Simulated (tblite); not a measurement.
# C3H13ClSi4: the cost of one run

The runs use tblite 0.8.0 and PySCF 2.14.0, with density-fitted response routines of our own; the level of theory stands in each step. All values are computed, except where a source is named. Atoms count from 0, in the outputs and in this text.

## Step 1: The molecule as given

21 atoms, charge 0, multiplicity 1; geometry from: force field or distance geometry start.

Bonds of the start (Å): C0–C1 1.35, C1–C2 1.47, C2–Si3 1.87, Si3–Cl4 2.09, Si3–Si5 2.26, Si5–Si6 2.23, Si5–Si7 2.23, C0–H8 1.09, C0–H9 1.10, C1–H10 1.09, C2–H11 1.11, C2–H12 1.10, Si3–H13 1.48, Si5–H14 1.46, Si6–H15 1.46, Si6–H16 1.45, Si6–H17 1.45, Si7–H18 1.47, Si7–H19 1.47, Si7–H20 1.47.

## Step 2: Geometry optimisation with GFN2-xTB

The job: settings as JSON, then the geometry in Å.

```
{"job": {"kind": "relax", "xc": "GFN2-xTB", "basis": "xTB"}, "charge": 0, "multiplicity": 1}
C      3.004000    -1.129800     0.245100
C      2.562600     0.146700     0.227500
C      1.971400     0.614300    -1.037400
Si     0.201400     1.181900    -0.874700
Cl     0.021100     3.202500    -0.386400
Si    -0.955200    -0.109400     0.568100
Si    -1.955400    -1.683400    -0.663300
Si    -2.572700     1.038300     1.582900
H      3.458600    -1.585500     1.123400
H      2.884800    -1.750500    -0.651700
H      2.664000     0.762400     1.117400
H      2.616800     1.432300    -1.417500
H      2.037100    -0.194800    -1.779200
H     -0.437500     0.963100    -2.194700
H     -0.028800    -0.654100     1.563600
H     -3.398000    -1.651000    -0.416600
H     -1.463600    -3.001400    -0.306500
H     -1.727600    -1.416700    -2.074900
H     -3.202700     1.922000     0.597000
H     -2.075500     1.817700     2.724800
H     -3.613400     0.112400     2.052500
```

The run is started by

```console
OMP_NUM_THREADS=1 python probes_run.py task.json out
```

The driver reads the jobs from task.json and runs them one after another.

Q: Estimate the wall time and peak memory of this first job on 1 thread of Intel Xeon 6975P-C, shared host.

About 3.5 s, with a peak of 0.18 GiB.
